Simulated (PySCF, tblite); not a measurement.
# C₇H₇ radical: geometry, infrared bands and EPR parameters

Aim: predict the infrared bands and EPR parameters of C₇H₇ radical (`[H]/[C]=C\[C@H](C#C)C=C`).

Computed with tblite 0.8.0 and PySCF 2.14.0, with density-fitted response routines of our own, on a single molecule in the gas phase. Atoms are numbered from 0 throughout.

### 1 The molecule as given

14 atoms, charge 0, multiplicity 2; geometry from: force field or distance geometry start.

Bonds of the start (Å): C0–C1 1.30, C1–C2 1.50, C2–C3 1.48, C3–C4 1.20, C2–C5 1.49, C5–C6 1.35, C0–H7 1.08, C1–H8 1.10, C2–H9 1.10, C4–H10 1.07, C5–H11 1.09, C6–H12 1.08, C6–H13 1.09.

### 2 Optimising the geometry with GFN2-xTB

What the job is given:

```
{"job": {"kind": "relax", "xc": "GFN2-xTB", "basis": "xTB"}, "charge": 0, "multiplicity": 2}
C     -1.284200     1.721300     1.409400
C     -0.950400     0.518800     1.061000
C     -0.219200     0.137900    -0.197100
C     -1.005000    -0.886700    -0.919200
C     -1.637500    -1.735200    -1.486700
C      1.144800    -0.395800     0.095700
C      2.295100     0.174300    -0.314800
H     -1.570400     2.718500     1.691800
H     -1.173400    -0.296400     1.761600
H     -0.156200     1.022700    -0.845400
H     -2.199600    -2.478800    -2.014100
H      1.201200    -1.312200     0.689200
H      2.296800     1.083700    -0.891300
H      3.257400    -0.272600    -0.062400
```

The run is started by

```bash
$ OMP_NUM_THREADS=1 python probes_run.py task.json out
```

The driver reads the jobs from task.json and runs them one after another.

Standard output:

```text
step      E/eV     max force
  0    -498.12656    1.910
  1    -498.19534    1.260
  2    -498.21598    1.265
  3    -498.21698    1.258
  4    -498.22836    0.316
  5    -498.23133    0.295
  6    -498.23604    0.288
  7    -498.24186    0.128
  8    -498.24364    0.129
  9    -498.24903    0.217
 10    -498.25275    0.268
 11    -498.26109    0.358
 12    -498.27074    0.468
 13    -498.28409    0.385
 14    -498.31457    0.528
 15    -498.30447    0.814
 16    -498.33036    0.234
 17    -498.33549    0.247
 18    -498.34207    0.287
 19    -498.34937    0.203
 20    -498.35509    0.229
 21    -498.36223    0.202
 22    -498.36859    0.214
 23    -498.37415    0.187
 24    -498.37827    0.175
 25    -498.38093    0.103
 26    -498.38253    0.169
 27    -498.38376    0.108
 28    -498.38461    0.106
 29    -498.38516    0.069
 30    -498.38558    0.081
 31    -498.38614    0.089
 32    -498.38677    0.086
 33    -498.38738    0.084
 34    -498.38786    0.083
 35    -498.38835    0.084
 36    -498.38899    0.093
 37    -498.38970    0.086
 38    -498.39028    0.059
 39    -498.39070    0.062
 40    -498.39107    0.068
 41    -498.39143    0.063
 42    -498.39171    0.038
 43    -498.39187    0.031
 44    -498.39201    0.035
 45    -498.39218    0.047
 46    -498.39239    0.048
 47    -498.39255    0.027
 48    -498.39265    0.024
 49    -498.39272    0.023
 50    -498.39282    0.036
 51    -498.39294    0.035
 52    -498.39306    0.030
 53    -498.39315    0.026
 54    -498.39325    0.031
 55    -498.39338    0.041
 56    -498.39353    0.035
 57    -498.39367    0.034
 58    -498.39380    0.035
 59    -498.39397    0.047
 60    -498.39422    0.064
 61    -498.39447    0.054
 62    -498.39463    0.028
 63    -498.39471    0.020
 64    -498.39478    0.026
 65    -498.39486    0.036
 66    -498.39495    0.032
 67    -498.39502    0.021
 68    -498.39508    0.021
 69    -498.39517    0.025
 70    -498.39531    0.041
 71    -498.39550    0.043
 72    -498.39566    0.034
 73    -498.39577    0.034
 74    -498.39588    0.033
 75    -498.39604    0.046
 76    -498.39628    0.053
 77    -498.39653    0.037
 78    -498.39671    0.032
 79    -498.39682    0.024
 80    -498.39688    0.017
 81    -498.39693    0.016
 82    -498.39697    0.014
 83    -498.39701    0.012
 84    -498.39702    0.015
 85    -498.39704    0.012
 86    -498.39705    0.007
```

Wall time 0.42 s (1 thread of Arm Neoverse V1, shared host).

The steps of the relaxation: (not every step is listed)

```
step  energy from step 0 (eV)  largest force (eV/Å)
   0                   0.0000                1.9103
   1                  -0.0688                1.2595
   2                  -0.0894                1.2654
   3                  -0.0904                1.2581
   4                  -0.1018                0.3160
   5                  -0.1048                0.2954
   6                  -0.1095                0.2877
   7                  -0.1153                0.1279
   8                  -0.1171                0.1287
  15                  -0.1779                0.8140
  22                  -0.2420                0.2137
  29                  -0.2586                0.0695
  36                  -0.2624                0.0928
  43                  -0.2653                0.0310
  50                  -0.2663                0.0356
  57                  -0.2671                0.0343
  64                  -0.2682                0.0260
  71                  -0.2689                0.0432
  78                  -0.2702                0.0322
  81                  -0.2704                0.0162
  82                  -0.2704                0.0142
  83                  -0.2705                0.0124
  84                  -0.2705                0.0150
  85                  -0.2705                0.0122
  86                  -0.2705                0.0073
```

Distances of close pairs at the start and the end, largest changes first:

```csv
bond,before (Å),after (Å),change (Å)
C1–C2,1.504,1.559,+0.055
C2–C3,1.479,1.445,-0.034
C5–C6,1.348,1.322,-0.026
C4–H10,1.071,1.049,-0.022
C1–H8,1.098,1.082,-0.016
C6–H13,1.091,1.077,-0.014
C0–C1,1.296,1.283,-0.013
C5–H11,1.093,1.082,-0.011
```

The final coordinates are the input of the step that follows.

### 3 Vibrational analysis with GFN2-xTB

What the job is given:

```
{"job": {"kind": "ir", "xc": "GFN2-xTB", "basis": "xTB"}, "charge": 0, "multiplicity": 2}
C     -1.311380     1.603311     1.495162
C     -0.901891     0.441692     1.136619
C     -0.219042     0.124409    -0.228198
C     -1.043188    -0.848191    -0.908474
C     -1.739062    -1.676158    -1.423733
C      1.148008    -0.408725     0.056103
C      2.262630     0.254163    -0.199449
H     -1.352864     2.597948     1.117401
H     -1.000127    -0.436483     1.760489
H     -0.162001     1.044589    -0.817354
H     -2.342815    -2.386340    -1.904703
H      1.176939    -1.387196     0.517763
H      2.252798     1.230625    -0.656436
H      3.231314    -0.154118     0.032644
```

Standard output:

```text
mode    cm-1     km/mol
  1      60.7      0.03
  2      76.5      0.00
  3     156.2      0.04
  4     167.0      0.12
  5     271.8      0.46
  6     328.7      1.29
  7     388.6      1.38
  8     416.8      1.42
  9     494.2      2.10
 10     604.5      3.48
 11     641.0      0.93
 12     648.9     18.47
 13     663.8     21.13
 14     726.6    112.30
 15     875.4     15.88
 16     893.2      6.87
 17     919.4      3.05
 18     927.1     33.30
 19    1012.2     16.18
 20    1036.5      1.79
 21    1118.9      3.20
 22    1169.6      1.41
 23    1224.4      0.36
 24    1235.1      0.82
 25    1294.6      2.18
 26    1412.1      1.85
 27    1682.3     13.76
 28    1726.4      4.22
 29    2270.4      5.52
 30    2939.3     25.05
 31    3030.5     15.58
 32    3060.9     29.53
 33    3097.4     22.64
 34    3126.7     45.57
 35    3198.4     20.03
 36    3395.9      4.14
```

Wall time 0.34 s (1 thread of Arm Neoverse V1, shared host).

Which atoms move in the most intense modes:

```csv
cm⁻¹,km/mol,atoms
664,21.1,"H10 58 %, C5 12 %"
727,112.3,"H7 60 %, C0 25 %"
927,33.3,"H8 50 %, H7 33 %"
2939,25.1,H9 93 %
3061,29.5,H11 90 %
3097,22.6,"H12 71 %, H13 23 %"
3127,45.6,"H13 69 %, H12 20 %"
3198,20.0,H7 91 %
```

### 4 g tensor and hyperfine couplings: B3LYP/pcH-1

Same as in step 3 but for these lines:

```diff
@@ -1,2 +1,2 @@
-{"job": {"kind": "ir", "xc": "GFN2-xTB", "basis": "xTB"}, "charge": 0, "multiplicity": 2}
+{"job": {"kind": "epr", "basis": "pcH-1"}, "charge": 0, "multiplicity": 2}
 C     -1.311380     1.603311     1.495162
```

With the program's defaults for keys left out, this is: UKS B3LYP, pcH-1 on C H, non-relativistic, mean-field spin-orbit, GIAO.

Standard output:

```text
UKS, coarse grid
  cycle   1  E = -270.71085935  |g| = 3.35e-01
  cycle   2  E = -270.71937078  |g| = 3.22e-01
  cycle   3  E = -270.77017680  |g| = 6.98e-02
  cycle   4  E = -270.77119796  |g| = 5.55e-02
  cycle   5  E = -270.77272238  |g| = 1.34e-02
  cycle   6  E = -270.77282024  |g| = 5.35e-03
  cycle   7  E = -270.77284817  |g| = 2.61e-03
  cycle   8  E = -270.77285674  |g| = 1.16e-03
  cycle   9  E = -270.77286150  |g| = 4.62e-04
UKS, final grid
  cycle   1  E = -270.77286182  |g| = 6.00e-04
  cycle   2  E = -270.77286151  |g| = 1.09e-03
  cycle   3  E = -270.77286212  |g| = 1.14e-04
  cycle   4  E = -270.77286216  |g| = 8.93e-05
  cycle   5  E = -270.77286217  |g| = 5.21e-05
  cycle   6  E = -270.77286218  |g| = 1.97e-05
E = -270.77286218 Eh   <S^2> = 0.7589 (exact 0.7500)
g shifts (ppm)      1          2          3
  rmc          -147       -147       -147
  gc             35          6        -36
  oz_so        -332         11        534
  total        -445       -130        351
hyperfine (MHz)  atom isotope    a_iso     a_fc   dipolar eigenvalues
    0   13C     305.52     305.52    -80.69    -59.51    140.20
    1   13C     -16.46     -16.46    -18.28      1.83     16.46
    2   13C      88.77      88.77     -9.48     -8.51     17.99
    3   13C      -6.54      -6.54     -1.52     -0.29      1.81
    4   13C       2.80       2.80     -1.61     -1.59      3.20
    5   13C      -5.72      -5.72     -1.99      0.40      1.59
    6   13C       2.24       2.24     -1.97     -1.38      3.35
    7    1H      32.50      32.50    -32.14     -6.67     38.81
    8    1H     107.72     107.72     -5.90     -5.20     11.09
    9    1H      -6.27      -6.27     -6.41     -1.28      7.69
   10    1H      -1.75      -1.75     -1.28     -0.36      1.64
   11    1H       1.18       1.18     -1.10     -0.96      2.06
   12    1H      -0.87      -0.87     -1.22     -0.03      1.25
   13    1H      -0.89      -0.89     -1.31     -0.45      1.76
```

Run time: 52 s. Hardware: 1 thread of Arm Neoverse V1, shared host; peak memory 0.9 GiB.

Principal g values 2.00187, 2.00219, 2.00267; g(iso) = 2.00224, against 2.00232 for a free electron.

Hyperfine couplings, nucleus by nucleus at this fixed geometry (no averaging over rotations):

```csv
nuclei,isotope,a(iso) (MHz),"a(iso) (G, at g = 2.0023)",largest dipolar term (MHz)
C0,13C,305.5,109.0,140.2
H8,1H,107.7,38.4,11.1
C2,13C,88.8,31.7,18.0
H7,1H,32.5,11.6,38.8
C1,13C,-16.5,-5.9,-18.3
C3,13C,-6.5,-2.3,1.8
H9,1H,-6.3,-2.2,7.7
C5,13C,-5.7,-2.0,-2.0
C4,13C,2.8,1.0,3.2
C6,13C,2.2,0.8,3.4
H10,1H,-1.8,-0.6,1.6
H11,1H,1.2,0.4,2.1
H13,1H,-0.9,-0.3,1.8
H12,1H,-0.9,-0.3,1.2
```

Mulliken spin populations:

C0 1.02; C1 -0.17; C2 0.08; C3 -0.01; C4 0.02; C5 -0.01; C6 0.02; H7 0.00; H8 0.05; H9 0.00; H10 0.00; H11 0.00; H12 0.00; H13 0.00

In first order the couplings over 0.8 MHz of 1H give 96 distinct lines over 54.0 G.

Orbitals, density, ELF and potential are computed afterwards from the orbital file.

ELF in a plane through or near 5 of the atoms.

Ten even steps from '0' (0.00) to '9' (1.00):
```
0000000000000000000000000000
0000000000000000000000000000
0000000000000000000000000000
0000000000002564210000000000
0000000000016998531000000000
0000000000025876654100000000
0000000000013456765200000000
0000000000000235541000000000
0000000111001476200000000000
0000001464214344534443100000
0000002565647728737865200000
0000036723876647158566410000
0000279976886204785759981000
0000158754664002676799994000
0000001112331000344489981000
0000000000000000000001000000
0000000000000000000000000000
0000000000000000000000000000
0000000000000000000000000000
0000000000000000000000000000
```
The map spans 11.8 Å across and 11.3 Å up, centred on the molecule. Atoms in the plane (x, y in Å): C2 (0.2, 0.1), C3 (1.4, -0.7), C4 (2.4, -1.4), C6 (-2.1, -0.8), H10 (3.3, -1.9).

On the surface of density 0.002 e/bohr³ the electrostatic potential runs, from the 1st to the 99th percentile, from -0.80 V near C4 to 1.38 V near H10.

The spin density lies nearest to C0 68 %; H7 9 %; C1 7 % (beta excess).

### 5 Outcome

```
                                 quantity                 value
strongest single infrared mode (GFN2-xTB)  727 cm⁻¹, 112 km/mol
             zero-point energy (GFN2-xTB)         66.2 kcal/mol
                           g(iso) (B3LYP)               2.00224
                                     ⟨S²⟩    0.759 (exact 0.75)
                           largest a(iso)  13C on C0, 305.5 MHz
    surface potential, 1st and 99th percentile    -0.80 V and 1.38 V
```

In words: Over 86 steps the energy fell by 0.270 eV; of the close pairs, C1–C2 changed most, 1.504 to 1.559 Å. All 36 modes are real, so the xTB geometry is a minimum. The strongest single mode, at 727 cm⁻¹, moves mainly H7. Unscaled tight-binding wavenumbers are off by several per cent, some by more. Its intensities can rank the bands wrongly. C0 carries the largest spin population, 1.02 e. The isotropic g lies 0.1 ppt below the free-electron value.
